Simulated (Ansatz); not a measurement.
**H₆O₂SSi₂: one species, many methods**

An exercise on one series of results from a longer session: the logs are not shown, and one member is left open.

Program: Ansatz 0.2.0, Gaussian basis. Level of theory: functionals in def2-TZVPP, the program's frozen cores in correlated methods. These are calculated values, not measurements.

The runs, in order: LDA (SPW92), PBE-D4, revPBE-D4, BLYP-D4, r2SCAN-D4, B97M-V, PBE0-D4, B3LYP-D4, r2SCANh-D4, r2SCAN0-D4, HSE06-D4, BHLYP-D4, CAM-B3LYP-D4, LC-ωPBE, ωB97X-V, ωB97M-V, B2PLYP, PBE-QIDH; CCSD(T)/def2-SVP; CCSD(T)/def2-TZVPP; MP2/def2-QZVPP; extrapolation to the limit; RPA on PBE.

### The geometry

All runs share one geometry, relaxed beforehand with PBE0-D4 in a triple-zeta def2 set.

SMILES `O[SiH](O)S[SiH3]`, 11 atoms, charge 0, spin multiplicity 1.

Atoms are counted from 1 here; the program's logs count them from 0.

Bond lengths: O1–Si2 1.628 Å, O1–H6 0.959 Å, Si2–O3 1.636 Å, Si2–S4 2.139 Å, Si2–H7 1.478 Å, O3–H8 0.958 Å, S4–Si5 2.140 Å, Si5–H9 1.484 Å, Si5–H10 1.484 Å, Si5–H11 1.482 Å. Angles: Si2–O1–H6 117.9°, O1–Si2–O3 108.6°, O1–Si2–S4 113.9°, O1–Si2–H7 104.7°, O3–Si2–S4 106.4°, O3–Si2–H7 113.7°, S4–Si2–H7 109.8°, Si2–O3–H8 117.5°, Si2–S4–Si5 98.0°, S4–Si5–H9 110.9°, S4–Si5–H10 110.9°, S4–Si5–H11 105.9°, H9–Si5–H10 109.2°, H9–Si5–H11 110.1°, H10–Si5–H11 109.8°.

Coordinates:

```mol
H6O2SSi2
  3D, bonds by distance, orders not assigned

 11 10  0  0  0  0  0  0  0  0999 V2000
   -1.5587   -0.4435    1.4088 O   0  0
   -0.1132   -0.8496    0.7805 Si  0  0
    0.1068   -2.4591    0.9744 O   0  0
    0.0569   -0.4661   -1.3170 S   0  0
    0.4998    1.6248   -1.2021 Si  0  0
   -2.3404   -0.8618    1.0432 H   0  0
    0.8624   -0.0230    1.5211 H   0  0
    0.7517   -2.8893    0.4107 H   0  0
   -0.5005    2.3328   -0.3656 H   0  0
    1.8540    1.8499   -0.6377 H   0  0
    0.4465    2.1278   -2.5957 H   0  0
  1  2  8  0
  2  3  8  0
  2  4  8  0
  4  5  8  0
  1  6  8  0
  2  7  8  0
  3  8  8  0
  5  9  8  0
  5 10  8  0
  5 11  8  0
M  END
```

The first run:

Input file in.yaml:

```yaml
crystal:
  periodic: [false, false, false]
  atoms:
    - {symbol: O, position_ang: [-1.558695, -0.443510, 1.408753]}
    - {symbol: Si, position_ang: [-0.113161, -0.849586, 0.780535]}
    - {symbol: O, position_ang: [0.106769, -2.459113, 0.974446]}
    - {symbol: S, position_ang: [0.056873, -0.466138, -1.317001]}
    - {symbol: Si, position_ang: [0.499836, 1.624832, -1.202118]}
    - {symbol: H, position_ang: [-2.340449, -0.861845, 1.043197]}
    - {symbol: H, position_ang: [0.862396, -0.023045, 1.521140]}
    - {symbol: H, position_ang: [0.751683, -2.889252, 0.410721]}
    - {symbol: H, position_ang: [-0.500517, 2.332768, -0.365600]}
    - {symbol: H, position_ang: [1.854005, 1.849916, -0.637703]}
    - {symbol: H, position_ang: [0.446459, 2.127773, -2.595671]}
basis:
  gaussian: {orbitals: def2-TZVPP}
hamiltonian: {xc: lda}
output: {orbitals: {seedname: orbitals}}
```

Steps of the session up to this table: LDA; PBE-D4 (GGA); revPBE-D4 (GGA); BLYP-D4 (GGA); r2SCAN-D4 (meta-GGA); B97M-V (meta-GGA); PBE0-D4 (hybrid); B3LYP-D4 (hybrid); r2SCANh-D4 (hybrid); r2SCAN0-D4 (hybrid); HSE06-D4 (hybrid); BHLYP-D4 (hybrid); CAM-B3LYP-D4 (range-separated); LC-ωPBE-D4 (range-separated; the results give it without D4); ωB97X-V (range-separated); ωB97M-V (range-separated); B2PLYP (double hybrid); PBE-QIDH (double hybrid).

One of the session's tables, all rows but one given; the rest of the session is left out.

It belongs to the step «Orbital energies across the functionals». 

```
  functional  HOMO (eV)  gap (eV)
 LDA (SPW92)      -6.51      5.41
      PBE-D4      -6.41      5.55
   revPBE-D4      -6.36      5.61
     BLYP-D4      -6.24      5.48
   r2SCAN-D4      -6.71      6.29
      B97M-V      -6.85      6.21
     PBE0-D4      -7.64      7.64
    B3LYP-D4      -7.39      7.14
  r2SCANh-D4      -7.16      7.02
  r2SCAN0-D4      -7.84      8.10
    HSE06-D4      -7.24      6.87
    BHLYP-D4      -8.72      9.54
CAM-B3LYP-D4      -8.93      9.87
     LC-ωPBE     -10.33     12.46
     ωB97X-V          ?         ?
     ωB97M-V      -9.81     11.44
```

Estimate the missing values for ωB97X-V.

**Answer.** HOMO (eV): -9.98; gap (eV): 11.96. In the column «HOMO (eV)» it lies between LC-ωPBE (-10.33) and ωB97M-V (-9.81).
